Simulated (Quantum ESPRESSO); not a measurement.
# Ga2As3 (P-6m2) in Quantum ESPRESSO: reference runs

Aim: a first look at Ga2As3 with PBE, on the cell as given.

Program: Quantum ESPRESSO 7.5. These are calculated values, not measurements. Logs are shortened: lines on timing, memory, paths and dates and some standing lists are left out, and cuts for length are marked.

## (1) The structure

The structure is hexagonal, space group P-6m2 (No. 187). The conventional cell has a = 4.583 Å, b = 4.583 Å, c = 5.628 Å, α = 90.00°, β = 90.00°, γ = 120.00°. Around Ga (site symmetry -6m2) lie 8 As at 2.81 to 2.98 Å. Around Ga (site symmetry -6m2) lie 9 As at 2.65 to 3.01 Å. As (site symmetry 3m) has 5 As at 2.76 to 3.01 Å and 6 Ga at 2.98 to 3.01 Å as nearest neighbours. As (site symmetry -6m2) is surrounded by 5 Ga at 2.65 to 2.81 Å and 6 As at 3.01 Å.

The cell was built by a generator and needn't be a form met in nature.

## (2) Single point, PBE

Contents of pw.in:

```
&CONTROL
  calculation = 'scf'
  prefix = 'pwscf'
  outdir = './tmp'
  pseudo_dir = './pseudo'
  tprnfor = .true.
  tstress = .true.
  disk_io = 'nowf'
/
&SYSTEM
  ibrav = 0
  nat = 5
  ntyp = 2
  ecutwfc = 70
  ecutrho = 560
  nbnd = 29
  occupations = 'smearing'
  smearing = 'fd'
  degauss = 0.00367493
/
&ELECTRONS
  conv_thr = 1d-09
  electron_maxstep = 120
  mixing_beta = 0.5
/
ATOMIC_SPECIES
Ga    69.7230 Ga.pbe-dn-kjpaw_psl.1.0.0.UPF
As    74.9216 As.pbe-n-rrkjus_psl.0.2.UPF
CELL_PARAMETERS angstrom
   4.5830595800    0.0000000000    0.0000000000
  -2.2915297900    3.9690460300    0.0000000000
   0.0000000000    0.0000000000    5.6278310900
ATOMIC_POSITIONS crystal
Ga     0.6666666700    0.3333333300    0.5000000000
Ga     0.3333333300    0.6666666700    0.0000000000
As     0.0000000000    0.0000000000    0.7454000100
As     0.0000000000    0.0000000000    0.2545999900
As     0.6666666700    0.3333333300    0.0000000000
K_POINTS automatic
7 7 5 0 0 0
```

Potentials or basis: SSSP 1.3 efficiency PBE.

The run is started by

```bash
> OMP_NUM_THREADS=1 pw.x -in pw.in > pw.out
```

pw.out:

```text
This program is part of the open-source Quantum ESPRESSO suite
     for quantum simulation of materials; please cite
         "P. Giannozzi et al., J. Phys.:Condens. Matter 21 395502 (2009);
         "P. Giannozzi et al., J. Phys.:Condens. Matter 29 465901 (2017);
         "P. Giannozzi et al., J. Chem. Phys. 152 154105 (2020);
     in publications or presentations arising from this work. More details at

     file Ga.pbe-dn-kjpaw_psl.1.0.0.UPF: wavefunction(s)  4S renormalized
     Message from routine setup:
     using ibrav=0 with symmetry is DISCOURAGED, use correct ibrav instead

     G-vector sticks info
     --------------------
     sticks:   dense  smooth     PW     G-vecs:    dense   smooth      PW
     Sum        2905    1429    409               154689    54657    8105

     Using Slab Decomposition

     bravais-lattice index     =            0
     lattice parameter (alat)  =       8.6607  a.u.
     unit-cell volume          =     690.8429 (a.u.)^3
     number of atoms/cell      =            5
     number of atomic types    =            2
     number of electrons       =        41.00
     number of Kohn-Sham states=           29
     kinetic-energy cutoff     =      70.0000  Ry
     charge density cutoff     =     560.0000  Ry
     scf convergence threshold =      1.0E-09
     mixing beta               =       0.5000
     number of iterations used =            8  plain     mixing
     Exchange-correlation= PBE
                           (   1   4   3   4   0   0   0)

     celldm(1)=   8.660727  celldm(2)=   0.000000  celldm(3)=   0.000000
     celldm(4)=   0.000000  celldm(5)=   0.000000  celldm(6)=   0.000000

     crystal axes: (cart. coord. in units of alat)
               a(1) = (   1.000000   0.000000   0.000000 )
               a(2) = (  -0.500000   0.866025   0.000000 )
               a(3) = (   0.000000   0.000000   1.227964 )

     reciprocal axes: (cart. coord. in units 2 pi/alat)
               b(1) = (  1.000000  0.577350 -0.000000 )
               b(2) = (  0.000000  1.154701  0.000000 )
               b(3) = (  0.000000 -0.000000  0.814356 )

     PseudoPot. # 1 for Ga read from file:
     Ga.pbe-dn-kjpaw_psl.1.0.0.UPF
     Pseudo is Projector augmented-wave + core cor, Zval = 13.0
     Generated using "atomic" code by A. Dal Corso  v.5.1
     Shape of augmentation charge: PSQ
     Using radial grid of 1205 points,  6 beta functions with:
                l(1) =   0
                l(2) =   0
                l(3) =   1
                l(4) =   1
                l(5) =   2
                l(6) =   2
     Q(r) pseudized with 0 coefficients

     PseudoPot. # 2 for As read from file:
     As.pbe-n-rrkjus_psl.0.2.UPF
     Pseudo is Ultrasoft + core correction, Zval =  5.0
     Generated using "atomic" code by A. Dal Corso  v.5.0.99 svn rev. 10869
     Using radial grid of 1209 points,  4 beta functions with:
                l(1) =   0
                l(2) =   0
                l(3) =   1
                l(4) =   1
     Q(r) pseudized with 0 coefficients

     atomic species   valence    mass     pseudopotential
     Ga               13.00    69.72300     Ga( 1.00)
     As                5.00    74.92160     As( 1.00)

     12 Sym. Ops. (no inversion) found

   Cartesian axes

     site n.     atom                  positions (alat units)
         1        Ga     tau(   1) = (   0.5000000   0.2886751   0.6139819  )
         2        Ga     tau(   2) = (  -0.0000000   0.5773503   0.0000000  )
         3        As     tau(   3) = (   0.0000000   0.0000000   0.9153242  )
         4        As     tau(   4) = (   0.0000000   0.0000000   0.3126396  )
         5        As     tau(   5) = (   0.5000000   0.2886751   0.0000000  )

     number of k points=    24  Fermi-Dirac smearing, width (Ry)=  0.0037
                       cart. coord. in units 2pi/alat
        k(    1) = (   0.0000000   0.0000000   0.0000000), wk =   0.0081633
        k(    2) = (   0.0000000   0.0000000   0.1628713), wk =   0.0163265
        k(    3) = (   0.0000000   0.0000000   0.3257425), wk =   0.0163265
        k(    4) = (   0.0000000   0.1649572   0.0000000), wk =   0.0489796
        k(    5) = (   0.0000000   0.1649572   0.1628713), wk =   0.0979592
        k(    6) = (   0.0000000   0.1649572   0.3257425), wk =   0.0979592
[... 16 lines left out ...]
        k(   23) = (   0.2857143   0.4948717   0.1628713), wk =   0.0979592
        k(   24) = (   0.2857143   0.4948717   0.3257425), wk =   0.0979592

     Dense  grid:   154689 G-vectors     FFT dimensions: (  72,  72,  81)

     Smooth grid:    54657 G-vectors     FFT dimensions: (  48,  48,  60)

     Initial potential from superposition of free atoms

     starting charge      40.9934, renormalised to      41.0000
     Starting wfcs are   30 randomized atomic wfcs

     Self-consistent Calculation

     iteration #  1     ecut=    70.00 Ry     beta= 0.50
     Davidson diagonalization with overlap
     ethr =  1.00E-02,  avg # of iterations =  3.3

     Threshold (ethr) on eigenvalues was too large:
     Diagonalizing with lowered threshold

     Davidson diagonalization with overlap
     ethr =  5.96E-05,  avg # of iterations = 10.9

     total energy              =    -610.32532635 Ry
     estimated scf accuracy    <       0.02554790 Ry

     iteration #  2     ecut=    70.00 Ry     beta= 0.50
     Davidson diagonalization with overlap
     ethr =  6.23E-05,  avg # of iterations =  2.0

     total energy              =    -610.32874562 Ry
     estimated scf accuracy    <       0.00462787 Ry

     iteration #  3     ecut=    70.00 Ry     beta= 0.50
     Davidson diagonalization with overlap
     ethr =  1.13E-05,  avg # of iterations =  4.9

     total energy              =    -610.32986267 Ry
     estimated scf accuracy    <       0.00157634 Ry

     iteration #  4     ecut=    70.00 Ry     beta= 0.50
     Davidson diagonalization with overlap
     ethr =  3.84E-06,  avg # of iterations =  4.2

     total energy              =    -610.33017979 Ry
     estimated scf accuracy    <       0.00053524 Ry

     iteration #  5     ecut=    70.00 Ry     beta= 0.50
     Davidson diagonalization with overlap
     ethr =  1.31E-06,  avg # of iterations =  3.9

     total energy              =    -610.33027935 Ry
     estimated scf accuracy    <       0.00012871 Ry

     iteration #  6     ecut=    70.00 Ry     beta= 0.50
     Davidson diagonalization with overlap
     ethr =  3.14E-07,  avg # of iterations =  5.1

     total energy              =    -610.33032900 Ry
     estimated scf accuracy    <       0.00001208 Ry

     iteration #  7     ecut=    70.00 Ry     beta= 0.50
     Davidson diagonalization with overlap
     ethr =  2.95E-08,  avg # of iterations =  5.5

     total energy              =    -610.33034079 Ry
     estimated scf accuracy    <       0.00000117 Ry

     iteration #  8     ecut=    70.00 Ry     beta= 0.50
     Davidson diagonalization with overlap
     ethr =  2.86E-09,  avg # of iterations =  6.1

     total energy              =    -610.33034157 Ry
     estimated scf accuracy    <       0.00000142 Ry

     iteration #  9     ecut=    70.00 Ry     beta= 0.50
     Davidson diagonalization with overlap
     ethr =  2.86E-09,  avg # of iterations =  2.0

     total energy              =    -610.33034167 Ry
     estimated scf accuracy    <       0.00000001 Ry

     iteration # 10     ecut=    70.00 Ry     beta= 0.50
     Davidson diagonalization with overlap
     ethr =  3.09E-11,  avg # of iterations = 12.0

     total energy              =    -610.33034174 Ry
     estimated scf accuracy    <       0.00000008 Ry

     iteration # 11     ecut=    70.00 Ry     beta= 0.50
     Davidson diagonalization with overlap
     ethr =  3.09E-11,  avg # of iterations =  5.0

     End of self-consistent calculation

          k = 0.0000 0.0000 0.0000 (  6893 PWs)   bands (ev):

    -6.7862  -6.6801  -6.6801  -6.6512  -6.6512  -6.5142  -6.4817  -6.4817
    -6.4697  -6.4697  -5.7551  -1.5785  -1.4406   2.2376   4.5181   4.5181
     5.6775   6.0541   6.0541   6.0881   7.1184   8.2334   8.2334  10.5149
    10.5149  11.6773  12.6112  13.3291  13.3291

          k = 0.0000 0.0000 0.1629 (  6832 PWs)   bands (ev):

    -6.7735  -6.6807  -6.6807  -6.6513  -6.6513  -6.5077  -6.4814  -6.4814
    -6.4697  -6.4697  -5.6454  -2.6459  -0.6233   2.8739   4.6558   4.6558
     4.9854   5.9581   6.1104   6.1104   7.5724   7.5724   8.4401  10.4418
    10.8739  10.8739  11.7399  13.0847  13.0847

          k = 0.0000 0.0000 0.3257 (  6832 PWs)   bands (ev):

    -6.7559  -6.6816  -6.6816  -6.6515  -6.6515  -6.4975  -6.4807  -6.4807
    -6.4697  -6.4697  -5.3927  -3.5081  -0.2302   3.9092   4.8725   4.9638
     4.9638   5.9280   6.2558   6.2558   6.6739   6.6739   7.9320  10.5924
    10.7167  10.7167  11.2847  13.5613  14.2298

          k = 0.0000 0.1650 0.0000 (  6850 PWs)   bands (ev):

    -6.7634  -6.6843  -6.6761  -6.6540  -6.6519  -6.5127  -6.4852  -6.4801
    -6.4723  -6.4697  -5.6175  -1.5921  -1.4692   1.8596   3.8873   3.9612
     5.4051   5.4139   6.5546   6.8202   8.1144   8.1248   8.6973  10.3192
    10.7866  11.3104  12.6511  13.3387  13.9860

          k = 0.0000 0.1650 0.1629 (  6837 PWs)   bands (ev):

    -6.7537  -6.6845  -6.6766  -6.6546  -6.6518  -6.5065  -6.4844  -6.4798
    -6.4727  -6.4699  -5.5038  -2.5592  -0.8504   2.5222   3.8754   4.0876
     4.5595   5.7202   6.7367   7.5946   7.7384   7.8394   8.5138  10.2454
    10.8073  10.9571  12.2064  13.3624  13.7226

          k = 0.0000 0.1650 0.3257 (  6842 PWs)   bands (ev):

    -6.7399  -6.6848  -6.6774  -6.6555  -6.6518  -6.4969  -6.4827  -6.4793
    -6.4739  -6.4703  -5.2445  -3.3939  -0.5710   3.2190   3.7539   4.3586
     5.1018   5.9205   6.2933   7.1236   7.3256   7.7549   8.6620   9.8452
    10.1640  11.1965  12.7553  12.9547  14.0751

          k = 0.0000 0.3299 0.0000 (  6838 PWs)   bands (ev):

    -6.7365  -6.6825  -6.6671  -6.6608  -6.6535  -6.5095  -6.4920  -6.4773
    -6.4764  -6.4696  -5.1988  -2.1474  -1.1949   1.4046   3.0500   3.2847
     4.3680   4.9567   7.2887   7.8152   7.8784   8.6572   9.8559  10.4999
    11.5219  11.8467  12.9935  14.0938  15.2303
[... 87 lines left out ...]
    -6.7285  -6.6695  -6.6665  -6.6643  -6.6557  -6.4994  -6.4960  -6.4820
    -6.4737  -6.4724  -4.2030  -3.1286  -1.5007   0.9731   2.0012   3.3072
     4.8945   5.3535   5.7128   8.4516   8.8115   9.3412  10.2146  11.4843
    12.0740  12.6321  13.2275  13.8380  14.9070

          k = 0.1429 0.5774 0.3257 (  6826 PWs)   bands (ev):

    -6.7213  -6.6703  -6.6662  -6.6639  -6.6552  -6.4961  -6.4902  -6.4858
    -6.4744  -6.4737  -3.8827  -2.9721  -2.4259   1.1464   1.2787   4.2813
     4.8349   6.0891   7.4065   8.0283   8.3518   9.3367   9.8195  10.8479
    11.4713  12.2519  12.7754  13.5399  14.7162

          k = 0.2857 0.4949 0.0000 (  6820 PWs)   bands (ev):

    -6.7232  -6.6803  -6.6678  -6.6655  -6.6569  -6.5024  -6.4954  -6.4776
    -6.4745  -6.4732  -4.2180  -3.2340  -0.8301   0.4027   2.3528   3.3408
     3.6811   6.1384   6.4223   6.6716   7.8836   9.7979  10.4666  12.5842
    12.7190  13.2166  13.3104  13.9385  15.9719

          k = 0.2857 0.4949 0.1629 (  6831 PWs)   bands (ev):

    -6.7185  -6.6791  -6.6676  -6.6651  -6.6575  -6.4977  -6.4952  -6.4806
    -6.4745  -6.4744  -4.0733  -3.1833  -1.4578   0.4851   2.0102   3.4408
     5.0075   5.3424   6.7671   7.2344   8.5220   9.8252  10.1157  11.4530
    11.8659  12.8739  13.3726  13.6802  15.0363

          k = 0.2857 0.4949 0.3257 (  6805 PWs)   bands (ev):

    -6.7110  -6.6768  -6.6675  -6.6646  -6.6583  -6.4943  -6.4898  -6.4864
    -6.4760  -6.4746  -3.7425  -3.0035  -2.4141   0.6244   1.2884   4.2905
     5.0886   6.8297   7.0810   8.0363   8.9347   9.3861   9.4594  10.5400
    11.1405  11.3359  12.5674  13.3369  15.4198

     the Fermi energy is     8.2302 ev

!    total energy              =    -610.33034175 Ry
     estimated scf accuracy    <          5.6E-10 Ry
     smearing contrib. (-TS)   =      -0.00154851 Ry
     internal energy E=F+TS    =    -610.32879324 Ry

     The total energy is F=E-TS. E is the sum of the following terms:
     one-electron contribution =    -222.10058084 Ry
     hartree contribution      =     145.94507834 Ry
     xc contribution           =    -103.78020701 Ry
     ewald contribution        =    -208.05301134 Ry
     one-center paw contrib.   =    -222.34007239 Ry

     convergence has been achieved in  11 iterations

     Forces acting on atoms (cartesian axes, Ry/au):

     atom    1 type  1   force =     0.00000000    0.00000000    0.00000000
     atom    2 type  1   force =     0.00000000    0.00000000    0.00000000
     atom    3 type  2   force =    -0.00000000   -0.00000000   -0.03707642
     atom    4 type  2   force =    -0.00000000   -0.00000000    0.03707642
     atom    5 type  2   force =     0.00000000    0.00000000    0.00000000

     Total force =     0.052434     Total SCF correction =     0.000003

     Computing stress (Cartesian axis) and pressure

          total   stress  (Ry/bohr**3)                   (kbar)     P=       31.06
   0.00022367   0.00000000   0.00000000           32.90        0.00        0.00
   0.00000000   0.00022367   0.00000000            0.00       32.90        0.00
   0.00000000   0.00000000   0.00018602            0.00        0.00       27.36

=------------------------------------------------------------------------------=
   JOB DONE.
=------------------------------------------------------------------------------=
```

Run time: 3 min. Hardware: 1 thread of Intel Xeon Platinum 8375C at 2.90GHz (Ice Lake), shared host; peak memory 0.65 GiB.

Results:

- Free energy: -8303.9673 eV
- Pressure: 3.1 GPa
- Largest force: 0.953 eV/Å
- Band gap on the k mesh: none (metal or under the smearing width)

Forces in eV/Å, atoms in the order of the input:
```
Ga   0.000  0.000  0.000
Ga   0.000  0.000  0.000
As   0.000  0.000 -0.953
As   0.000  0.000  0.953
As   0.000  0.000  0.000
```

Stress tensor (GPa, compression positive):
```
3.29 0.00 0.00
0.00 3.29 0.00
0.00 0.00 2.74
```
